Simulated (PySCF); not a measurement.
# A gas-phase reaction: F2H2OSi + Cl2 → ClF2HOSi + ClH

Aim: the reaction energy of `O[SiH](F)F` + `ClCl` → `O[Si](F)(F)Cl` + `Cl`.

Computed with PySCF 2.14.0; each step states its level. No surroundings beyond the atoms listed, unless a continuum is named. Atoms count from 0, parts from 1.

### 1 The system as given

Each species was relaxed by itself at PBE0-D3(BJ)/def2-SVPD.

### 2 Reaction energy: wB97M-D3(BJ)/def2-TZVPD

Job settings and geometry (Å):

```
{"job": {"kind": "react", "xc": "wB97M-D3(BJ)", "basis": "def2-TZVPD"}, "charge": 0, "multiplicity": 1}
-1 F2H2OSi charge 0 multiplicity 1
O      1.214490    -0.150270     0.368440
Si    -0.392980     0.010430     0.112380
F     -0.737480     1.456370    -0.530070
F     -0.922250    -1.063410    -0.977430
H      1.844650    -0.061700    -0.350730
H     -1.100690    -0.167780     1.384680

-1 Cl2 charge 0 multiplicity 1
Cl     1.014590     0.004430     0.014280
Cl    -1.014660    -0.002750    -0.013140

+1 ClF2HOSi charge 0 multiplicity 1
O      1.089200     0.560660    -0.430500
Si    -0.353870    -0.015300     0.052970
F     -0.777290    -1.325500    -0.778800
F     -0.327290    -0.474740     1.594570
Cl    -1.746060     1.428180    -0.198820
H      1.872160     0.006470    -0.376160

+1 ClH charge 0 multiplicity 1
Cl     0.644610     0.003790     0.011610
H     -0.643390    -0.002120    -0.011110
```

Method: wB97M-D3(BJ)/def2-TZVPD reaction energy of separated species, gas phase.

Launch:

```bash
OMP_NUM_THREADS=1 python cluster_run.py task.json out
```

One launch serves the whole session: the jobs run in the order shown.

The log of the run:

```text
species 1 (F2H2OSi)
coarse grid: 27136 points
cycle   1  E = -565.8787560630  dE =  2.540e-01  |g| = 9.181e-01  |ddm| = 1.876e+00
cycle   2  E = -565.8725197267  dE =  6.236e-03  |g| = 1.029e+00  |ddm| = 9.635e-01
cycle   3  E = -566.0230231480  dE = -1.505e-01  |g| = 3.591e-02  |ddm| = 4.742e-01
cycle   4  E = -566.0233245378  dE = -3.014e-04  |g| = 1.021e-02  |ddm| = 5.122e-02
cycle   5  E = -566.0233537473  dE = -2.921e-05  |g| = 2.699e-03  |ddm| = 1.479e-02
cycle   6  E = -566.0233549721  dE = -1.225e-06  |g| = 1.563e-03  |ddm| = 3.375e-03
final grid: 57088 points
cycle   7  E = -566.0232855086  dE = -1.181e-07  |g| = 1.723e-03  |ddm| = 2.621e-03
cycle   8  E = -566.0232853515  dE =  1.571e-07  |g| = 2.014e-03  |ddm| = 1.527e-03
cycle   9  E = -566.0232859573  dE = -6.058e-07  |g| = 3.386e-05  |ddm| = 8.359e-04
cycle  10  E = -566.0232859578  dE = -4.984e-10  |g| = 2.200e-05  |ddm| = 6.710e-05
converged SCF energy = -566.0232859578

species 2 (Cl2)
coarse grid: 12632 points
cycle   1  E = -920.4762353357  dE =  6.388e-02  |g| = 2.472e-01  |ddm| = 1.180e+00
cycle   2  E = -920.4854152633  dE = -9.180e-03  |g| = 1.551e-01  |ddm| = 2.411e-01
cycle   3  E = -920.4902179055  dE = -4.803e-03  |g| = 1.247e-02  |ddm| = 9.692e-02
cycle   4  E = -920.4902873224  dE = -6.942e-05  |g| = 2.486e-03  |ddm| = 1.204e-02
cycle   5  E = -920.4902916782  dE = -4.356e-06  |g| = 2.986e-04  |ddm| = 3.875e-03
final grid: 23496 points
cycle   6  E = -920.4902476140  dE = -4.819e-08  |g| = 9.208e-05  |ddm| = 4.964e-04
cycle   7  E = -920.4902476175  dE = -3.536e-09  |g| = 4.822e-05  |ddm| = 1.125e-04
cycle   8  E = -920.4902476181  dE = -6.255e-10  |g| = 1.454e-05  |ddm| = 4.228e-05
converged SCF energy = -920.4902476181

species 3 (ClF2HOSi)
coarse grid: 30984 points
cycle   1  E = -1025.5950028366  dE =  5.347e-01  |g| = 9.291e-01  |ddm| = 2.068e+00
cycle   2  E = -1025.5981760219  dE = -3.173e-03  |g| = 1.015e+00  |ddm| = 1.090e+00
cycle   3  E = -1025.7459822479  dE = -1.478e-01  |g| = 4.579e-02  |ddm| = 5.245e-01
cycle   4  E = -1025.7464047122  dE = -4.225e-04  |g| = 1.916e-02  |ddm| = 5.604e-02
cycle   5  E = -1025.7464816687  dE = -7.696e-05  |g| = 4.834e-03  |ddm| = 1.704e-02
cycle   6  E = -1025.7464868172  dE = -5.149e-06  |g| = 1.128e-03  |ddm| = 5.434e-03
final grid: 63464 points
cycle   7  E = -1025.7464875213  dE = -2.636e-07  |g| = 1.083e-03  |ddm| = 2.311e-03
cycle   8  E = -1025.7464874805  dE =  4.076e-08  |g| = 1.236e-03  |ddm| = 1.106e-03
cycle   9  E = -1025.7464877111  dE = -2.306e-07  |g| = 4.472e-05  |ddm| = 5.288e-04
cycle  10  E = -1025.7464877121  dE = -1.019e-09  |g| = 2.502e-05  |ddm| = 7.229e-05
cycle  11  E = -1025.7464877123  dE = -1.646e-10  |g| = 7.002e-06  |ddm| = 3.006e-05
converged SCF energy = -1025.7464877123

species 4 (ClH)
coarse grid: 8792 points
cycle   1  E = -460.8503334358  dE = -8.165e-02  |g| = 2.169e-01  |ddm| = 7.239e-01
cycle   2  E = -460.8625128898  dE = -1.218e-02  |g| = 1.397e-01  |ddm| = 2.651e-01
cycle   3  E = -460.8670522423  dE = -4.539e-03  |g| = 1.358e-02  |ddm| = 9.818e-02
cycle   4  E = -460.8670933255  dE = -4.108e-05  |g| = 3.364e-03  |ddm| = 9.545e-03
cycle   5  E = -460.8670995739  dE = -6.248e-06  |g| = 8.516e-04  |ddm| = 3.915e-03
final grid: 17120 points
cycle   6  E = -460.8670682455  dE = -3.715e-07  |g| = 3.675e-04  |ddm| = 8.887e-04
cycle   7  E = -460.8670682918  dE = -4.626e-08  |g| = 1.618e-04  |ddm| = 3.980e-04
cycle   8  E = -460.8670682983  dE = -6.577e-09  |g| = 4.220e-05  |ddm| = 1.295e-04
cycle   9  E = -460.8670682996  dE = -1.310e-09  |g| = 3.967e-06  |ddm| = 6.530e-05
cycle  10  E = -460.8670682997  dE = -3.240e-12  |g| = 8.163e-07  |ddm| = 3.309e-06
converged SCF energy = -460.8670682997

Reaction energy = -63.173 kcal/mol
```

Run time: 44 s. Hardware: 1 thread of Arm Neoverse N1, shared host; peak memory 0.74 GiB.

Species by species (with the dispersion term, which the log's SCF energies lack):

```tsv
ν	species	energy (Eh)	HOMO (eV)
-1	O[SiH](F)F	-566.02747	-13.00
-1	ClCl	-920.49147	-11.18
+1	O[Si](F)(F)Cl	-1025.75200	-12.45
+1	Cl	-460.86761	-11.93
```

### 3 Energies of the species: PBE0-D3(BJ)/def2-TZVPD

Settings changed since step 2:

```diff
@@ -1,2 +1,2 @@
-{"job": {"kind": "react", "xc": "wB97M-D3(BJ)", "basis": "def2-TZVPD"}, "charge": 0, "multiplicity": 1}
+{"job": {"kind": "react", "xc": "PBE0", "basis": "def2-TZVPD", "disp": "d3bj"}, "charge": 0, "multiplicity": 1}
 -1 F2H2OSi charge 0 multiplicity 1
```

Level: PBE0-D3(BJ)/def2-TZVPD reaction energy of separated species, gas phase.

The log of the run:

```text
species 1 (F2H2OSi)
coarse grid: 6128 points
cycle   1  E = -565.3856377035  dE =  3.281e-01  |g| = 9.628e-01  |ddm| = 1.966e+00
cycle   2  E = -565.1931537672  dE =  1.925e-01  |g| = 1.470e+00  |ddm| = 1.215e+00
cycle   3  E = -565.5338448641  dE = -3.407e-01  |g| = 4.169e-02  |ddm| = 7.482e-01
cycle   4  E = -565.5340093017  dE = -1.644e-04  |g| = 3.296e-02  |ddm| = 4.091e-02
cycle   5  E = -565.5341701523  dE = -1.609e-04  |g| = 8.165e-03  |ddm| = 1.769e-02
cycle   6  E = -565.5341802335  dE = -1.008e-05  |g| = 8.372e-04  |ddm| = 4.260e-03
cycle   7  E = -565.5341803722  dE = -1.387e-07  |g| = 1.090e-04  |ddm| = 6.473e-04
final grid: 57088 points
cycle   8  E = -565.5394759606  dE = -3.324e-05  |g| = 4.625e-03  |ddm| = 1.878e-02
cycle   9  E = -565.5394712777  dE =  4.683e-06  |g| = 7.022e-03  |ddm| = 5.157e-03
cycle  10  E = -565.5394790210  dE = -7.743e-06  |g| = 3.100e-04  |ddm| = 3.280e-03
cycle  11  E = -565.5394790359  dE = -1.491e-08  |g| = 6.837e-05  |ddm| = 1.972e-04
cycle  12  E = -565.5394790363  dE = -4.018e-10  |g| = 3.593e-05  |ddm| = 5.002e-05
cycle  13  E = -565.5394790365  dE = -1.896e-10  |g| = 4.159e-06  |ddm| = 1.768e-05
converged SCF energy = -565.5394790365

species 2 (Cl2)
coarse grid: 3248 points
cycle   1  E = -920.0848711316  dE =  1.015e-01  |g| = 1.608e-01  |ddm| = 1.191e+00
cycle   2  E = -920.0872216061  dE = -2.350e-03  |g| = 8.738e-02  |ddm| = 1.235e-01
cycle   3  E = -920.0886044145  dE = -1.383e-03  |g| = 3.229e-02  |ddm| = 7.027e-02
cycle   4  E = -920.0888555442  dE = -2.511e-04  |g| = 5.428e-04  |ddm| = 2.039e-02
cycle   5  E = -920.0888556535  dE = -1.093e-07  |g| = 2.230e-04  |ddm| = 9.350e-04
final grid: 23496 points
cycle   6  E = -920.0901487827  dE = -8.697e-06  |g| = 2.710e-03  |ddm| = 7.427e-03
cycle   7  E = -920.0901492163  dE = -4.337e-07  |g| = 1.504e-03  |ddm| = 3.014e-03
cycle   8  E = -920.0901494558  dE = -2.394e-07  |g| = 1.106e-04  |ddm| = 1.208e-03
cycle   9  E = -920.0901494584  dE = -2.601e-09  |g| = 4.178e-05  |ddm| = 9.888e-05
cycle  10  E = -920.0901494588  dE = -3.988e-10  |g| = 3.005e-06  |ddm| = 2.416e-05
converged SCF energy = -920.0901494588

species 3 (ClF2HOSi)
coarse grid: 7128 points
cycle   1  E = -1024.9071906932  dE =  5.785e-01  |g| = 9.654e-01  |ddm| = 2.160e+00
cycle   2  E = -1024.7316417420  dE =  1.755e-01  |g| = 1.441e+00  |ddm| = 1.328e+00
cycle   3  E = -1025.0564193661  dE = -3.248e-01  |g| = 5.750e-02  |ddm| = 8.030e-01
cycle   4  E = -1025.0569434779  dE = -5.241e-04  |g| = 3.385e-02  |ddm| = 6.696e-02
cycle   5  E = -1025.0571311150  dE = -1.876e-04  |g| = 8.915e-03  |ddm| = 2.377e-02
cycle   6  E = -1025.0571431266  dE = -1.201e-05  |g| = 2.874e-03  |ddm| = 5.977e-03
cycle   7  E = -1025.0571443520  dE = -1.225e-06  |g| = 5.630e-04  |ddm| = 1.833e-03
final grid: 63464 points
cycle   8  E = -1025.0632013654  dE = -3.681e-05  |g| = 5.522e-03  |ddm| = 2.255e-02
cycle   9  E = -1025.0631960127  dE =  5.353e-06  |g| = 7.733e-03  |ddm| = 6.696e-03
cycle  10  E = -1025.0632056975  dE = -9.685e-06  |g| = 7.742e-04  |ddm| = 4.067e-03
cycle  11  E = -1025.0632057865  dE = -8.894e-08  |g| = 1.605e-04  |ddm| = 5.597e-04
cycle  12  E = -1025.0632057918  dE = -5.308e-09  |g| = 4.738e-05  |ddm| = 1.717e-04
cycle  13  E = -1025.0632057923  dE = -5.539e-10  |g| = 7.654e-06  |ddm| = 3.647e-05
converged SCF energy = -1025.0632057923

species 4 (ClH)
coarse grid: 2248 points
cycle   1  E = -460.6537838289  dE = -4.644e-02  |g| = 1.882e-01  |ddm| = 7.411e-01
cycle   2  E = -460.6558526186  dE = -2.069e-03  |g| = 1.902e-01  |ddm| = 3.151e-01
cycle   3  E = -460.6653812306  dE = -9.529e-03  |g| = 1.506e-02  |ddm| = 1.513e-01
cycle   4  E = -460.6654032876  dE = -2.206e-05  |g| = 2.693e-03  |ddm| = 7.323e-03
cycle   5  E = -460.6654048355  dE = -1.548e-06  |g| = 1.111e-03  |ddm| = 2.553e-03
final grid: 17120 points
cycle   6  E = -460.6658903573  dE = -4.428e-06  |g| = 2.164e-03  |ddm| = 7.334e-03
cycle   7  E = -460.6658903868  dE = -2.943e-08  |g| = 1.795e-03  |ddm| = 2.512e-03
cycle   8  E = -460.6658910047  dE = -6.179e-07  |g| = 1.533e-04  |ddm| = 1.363e-03
cycle   9  E = -460.6658910116  dE = -6.899e-09  |g| = 2.146e-05  |ddm| = 1.086e-04
cycle  10  E = -460.6658910117  dE = -9.999e-11  |g| = 4.934e-06  |ddm| = 1.680e-05
converged SCF energy = -460.6658910117

Reaction energy = -62.858 kcal/mol
```

Run time: 24 s. Hardware: 1 thread of Arm Neoverse N1, shared host; peak memory 0.63 GiB.

Reaction energy at this level: -62.86 kcal/mol.

### 4 Comparing the runs

Energies in kcal/mol, with wall time:

```tsv
run	reaction	time
wB97M-D3(BJ)/def2-TZVPD	-63.17	44 s
PBE0-D3(BJ)/def2-TZVPD	-62.86	24 s
```

### 5 What came out

| quantity | value |
| --- | --- |
| reaction energy (wB97M-D3(BJ)/def2-TZVPD) | -63.17 kcal/mol |
| ΔH, ΔG at 298 K (xTB thermal terms) | -63.9, -63.4 kcal/mol |
| range of the reaction energy over the runs of this table | -63.17 to -62.86 kcal/mol |

**Reading.** The reaction is exothermic by 63.9 kcal/mol in the gas phase; dispersion gives -0.41, and xTB itself gave -26.07 for the electronic energy (xTB energies and thermal terms come from the earlier relaxation of each species, not shown). No barrier was sought. xTB and this level differ widely in the electronic energy, so what comes from xTB (the thermal terms above all) is less safe here. The reaction energy runs from -63.17 (wB97M-D3(BJ)/def2-TZVPD) to -62.86 kcal/mol (PBE0-D3(BJ)/def2-TZVPD).
